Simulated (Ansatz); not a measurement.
**C₂H₉AlO: up Jacob's ladder to CCSD(T)**

An exercise on one series of results from a longer session: the logs are not shown, and one member is left open.

Computed with Ansatz 0.2.0, Gaussian basis. Level: functionals in def2-TZVPP, the program's frozen cores in correlated methods.

The runs, in order: LDA (SPW92), PBE-D4, revPBE-D4, BLYP-D4, r2SCAN-D4, B97M-V, PBE0-D4, B3LYP-D4, r2SCANh-D4, r2SCAN0-D4, HSE06-D4, BHLYP-D4, CAM-B3LYP-D4, LC-ωPBE, ωB97X-V, ωB97M-V, B2PLYP, PBE-QIDH; CCSD(T)/def2-SVP; CCSD(T)/def2-TZVPP; MP2/def2-QZVPP; extrapolation to the limit; RPA on PBE.

## Structure used throughout

The geometry comes from an earlier relaxation with PBE0-D4 in a triple-zeta def2 set; it is a stationary point, not always the lowest conformer.

SMILES `C[O+](C)[AlH3-]`, 13 atoms, charge 0, spin multiplicity 1.

Atoms are counted from 1 here; the program's logs count them from 0.

Bond lengths: C1–O2 1.425 Å, C1–H5 1.088 Å, C1–H6 1.092 Å, C1–H7 1.094 Å, O2–C3 1.425 Å, O2–Al4 1.981 Å, C3–H8 1.092 Å, C3–H9 1.094 Å, C3–H10 1.088 Å, Al4–H11 1.599 Å, Al4–H12 1.599 Å, Al4–H13 1.605 Å. Angles: O2–C1–H5 106.9°, O2–C1–H6 109.2°, O2–C1–H7 110.2°, H5–C1–H6 110.2°, H5–C1–H7 110.0°, H6–C1–H7 110.2°, C1–O2–C3 113.2°, C1–O2–Al4 117.0°, C3–O2–Al4 117.1°, O2–C3–H8 109.2°, O2–C3–H9 110.2°, O2–C3–H10 106.9°, H8–C3–H9 110.2°, H8–C3–H10 110.2°, H9–C3–H10 110.0°, O2–Al4–H11 98.6°, O2–Al4–H12 98.6°, O2–Al4–H13 99.3° and more.

As a file:

```mol
C2H9AlO
  3D, bonds by distance, orders not assigned

 13 12  0  0  0  0  0  0  0  0999 V2000
   -0.1259    1.1868   -0.8419 C   0  0
   -0.3089    0.1644    0.1338 O   0  0
    0.3921    0.4161    1.3487 C   0  0
   -0.3439   -1.7063   -0.5173 Al  0  0
   -0.7170    0.9035   -1.7106 H   0  0
   -0.4809    2.1373   -0.4377 H   0  0
    0.9302    1.2627   -1.1157 H   0  0
    0.0429    1.3583    1.7767 H   0  0
    1.4686    0.4618    1.1609 H   0  0
    0.1654   -0.4092    2.0207 H   0  0
   -1.4043   -1.5266   -1.7008 H   0  0
   -0.7938   -2.4223    0.8401 H   0  0
    1.1961   -1.8613   -0.9422 H   0  0
  1  2  8  0
  2  3  8  0
  2  4  8  0
  1  5  8  0
  1  6  8  0
  1  7  8  0
  3  8  8  0
  3  9  8  0
  3 10  8  0
  4 11  8  0
  4 12  8  0
  4 13  8  0
M  END
```

Set-up of the first run:

in.yaml

```yaml
crystal:
  periodic: [false, false, false]
  atoms:
    - {symbol: C, position_ang: [-0.125941, 1.186763, -0.841939]}
    - {symbol: O, position_ang: [-0.308920, 0.164441, 0.133788]}
    - {symbol: C, position_ang: [0.392101, 0.416095, 1.348653]}
    - {symbol: Al, position_ang: [-0.343923, -1.706272, -0.517285]}
    - {symbol: H, position_ang: [-0.717007, 0.903489, -1.710558]}
    - {symbol: H, position_ang: [-0.480855, 2.137305, -0.437700]}
    - {symbol: H, position_ang: [0.930150, 1.262688, -1.115715]}
    - {symbol: H, position_ang: [0.042879, 1.358290, 1.776703]}
    - {symbol: H, position_ang: [1.468550, 0.461787, 1.160934]}
    - {symbol: H, position_ang: [0.165359, -0.409166, 2.020662]}
    - {symbol: H, position_ang: [-1.404337, -1.526648, -1.700779]}
    - {symbol: H, position_ang: [-0.793801, -2.422266, 0.840057]}
    - {symbol: H, position_ang: [1.196143, -1.861306, -0.942220]}
basis:
  gaussian: {orbitals: def2-TZVPP}
hamiltonian: {xc: lda}
output: {orbitals: {seedname: orbitals}}
```

Among the steps run: LDA; PBE-D4 (GGA); revPBE-D4 (GGA); BLYP-D4 (GGA); r2SCAN-D4 (meta-GGA); B97M-V (meta-GGA); PBE0-D4 (hybrid); B3LYP-D4 (hybrid); r2SCANh-D4 (hybrid); r2SCAN0-D4 (hybrid); HSE06-D4 (hybrid); BHLYP-D4 (hybrid); CAM-B3LYP-D4 (range-separated); LC-ωPBE-D4 (range-separated; the results give it without D4); ωB97X-V (range-separated); ωB97M-V (range-separated); B2PLYP (double hybrid); PBE-QIDH (double hybrid).

One of the session's tables, all rows but one given; the rest of the session is left out.

It belongs to the step «Orbital energies across the functionals». 

| functional | HOMO (eV) | gap (eV) |
| --- | --- | --- |
| LDA (SPW92) | ? | ? |
| PBE-D4 | -6.13 | 5.44 |
| revPBE-D4 | -6.10 | 5.55 |
| BLYP-D4 | -6.04 | 5.48 |
| r2SCAN-D4 | -6.44 | 6.18 |
| B97M-V | -6.57 | 6.03 |
| PBE0-D4 | -7.39 | 7.56 |
| B3LYP-D4 | -7.20 | 7.15 |
| r2SCANh-D4 | -6.90 | 6.93 |
| r2SCAN0-D4 | -7.59 | 8.04 |
| HSE06-D4 | -6.98 | 6.79 |
| BHLYP-D4 | -8.60 | 9.56 |
| CAM-B3LYP-D4 | -8.80 | 9.89 |
| LC-ωPBE | -10.19 | 12.43 |
| ωB97X-V | -9.85 | 11.94 |
| ωB97M-V | -9.64 | 11.37 |

**Question.** Estimate the row for LDA (SPW92).

**Answer.** HOMO (eV): -6.18; gap (eV): 5.19. In the column «HOMO (eV)» it lies between r2SCAN-D4 (-6.44) and PBE-D4 (-6.13).
